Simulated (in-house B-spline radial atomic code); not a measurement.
# K²⁺: ionisation energy by several methods

How far do functionals differ on the ionisation energy of K²⁺? Each run solves K²⁺ and then the next ion ([Ne] 3s2 3p4).

Program: in-house B-spline radial atomic code version 1. Level of theory: non-relativistic, several functionals, spin-polarised; spherical all-electron atom at the radial basis limit. These are calculated values, not measurements, unless marked.

## 1. Starting point

```
element       : potassium (Z = 19)
charge        : +2
electrons     : 17
configuration : [Ne] 3s2 3p5
nucleus       : point
```

Outer shells as boxes (Hund's rule):

[Ne] 3s2 3p5
```
[Ne] core
3s [↑↓]
3p [↑↓][↑↓][↑ ]
```

Where spins are not typed, each open shell is filled with up spins first.

## 2. AM05

Settings, as recorded:

```ini
Z = 19
electrons = 17.0
configuration = [Ne] 3s2 3p5
hamiltonian = nr
method = am05
spin_polarised = True
```

## 3. PBEsol

Settings, as recorded:

```ini
Z = 19
electrons = 17.0
configuration = [Ne] 3s2 3p5
hamiltonian = nr
method = pbesol
spin_polarised = True
```

## 4. revTPSS

Settings, as recorded:

```ini
Z = 19
electrons = 17.0
configuration = [Ne] 3s2 3p5
hamiltonian = nr
method = revtpss,revtpss
spin_polarised = True
```

## 5. PBE

Settings, as recorded:

```ini
Z = 19
electrons = 17.0
configuration = [Ne] 3s2 3p5
hamiltonian = nr
method = pbe,pbe
spin_polarised = True
```

## 6. RPBE

Settings, as recorded:

```ini
Z = 19
electrons = 17.0
configuration = [Ne] 3s2 3p5
hamiltonian = nr
method = rpbe,pbe
spin_polarised = True
```

## 7. BLYP

Settings, as recorded:

```ini
Z = 19
electrons = 17.0
configuration = [Ne] 3s2 3p5
hamiltonian = nr
method = b88,lyp
spin_polarised = True
```

## 8. PW91

Settings, as recorded:

```ini
Z = 19
electrons = 17.0
configuration = [Ne] 3s2 3p5
hamiltonian = nr
method = pw91,pw91
spin_polarised = True
```

## 9. Hartree-Fock

Settings, as recorded:

```ini
Z = 19
electrons = 17.0
configuration = [Ne] 3s2 3p5
hamiltonian = nr
method = hf
spin_polarised = True
```

## 10. SCAN

Settings, as recorded:

```ini
Z = 19
electrons = 17.0
configuration = [Ne] 3s2 3p5
hamiltonian = nr
method = scan,scan
spin_polarised = True
```

**Question.** The tabulated ionisation energy is 45.8031 ± 0.0017 eV (semi-empirical; NIST Atomic Spectra Database). What does each method give, and which comes nearest?

**Answer**, as computed:

| method | rung | total energy (hartree) | ΔSCF (eV) | −ε highest (eV) | ΔSCF less tabulated (eV) |
| --- | --- | --- | --- | --- | --- |
| AM05 | GGA | -597.0219 | 45.747 | 38.504 (3p down) | -0.056 |
| PBEsol | GGA | -597.5953 | 45.740 | 38.509 (3p down) | -0.063 |
| PBE | GGA | -598.3842 | 45.789 | 38.562 (3p down) | -0.014 |
| RPBE | GGA | -598.5451 | 45.749 | 38.534 (3p down) | -0.054 |
| BLYP | GGA | -598.6093 | 45.663 | 38.416 (3p down) | -0.140 |
| PW91 | GGA | -598.5880 | 45.885 | 38.647 (3p down) | +0.082 |
| revTPSS | meta-GGA | -598.4069 | 45.800 | 38.635 (3p down) | -0.003 |
| SCAN | meta-GGA | -598.6350 | 45.945 | 38.912 (3p down) | +0.142 |
| Hartree-Fock | Hartree-Fock | -597.8920 | 44.411 | 45.406 (3p down) | -1.392 |

**Reading.** Against the tabulated ionisation energy, 45.8031 ± 0.0017 eV (semi-empirical; NIST Atomic Spectra Database), the best here is revTPSS (-0.003 eV) and the worst Hartree-Fock (-1.392 eV, or 3.0 %). Mean absolute error by rung (exchange-only levels left out): GGA 0.07 eV, meta-GGA 0.07 eV, Hartree-Fock 1.39 eV. These runs lack relativity altogether, which can outweigh the gaps between the methods, so the nearest may be so by luck. PBE is off by -0.014 eV. Open shells are averaged (over orientations, and over spins where the run is restricted), while tables refer to the lowest levels. For the semilocal functionals minus the highest level recovers only 84 to 85 % of their own ΔSCF value, a mark of self-interaction.

Members of this set that are not shown: 12 used exact exchange with fractional occupations of an open shell, which is unsound here.
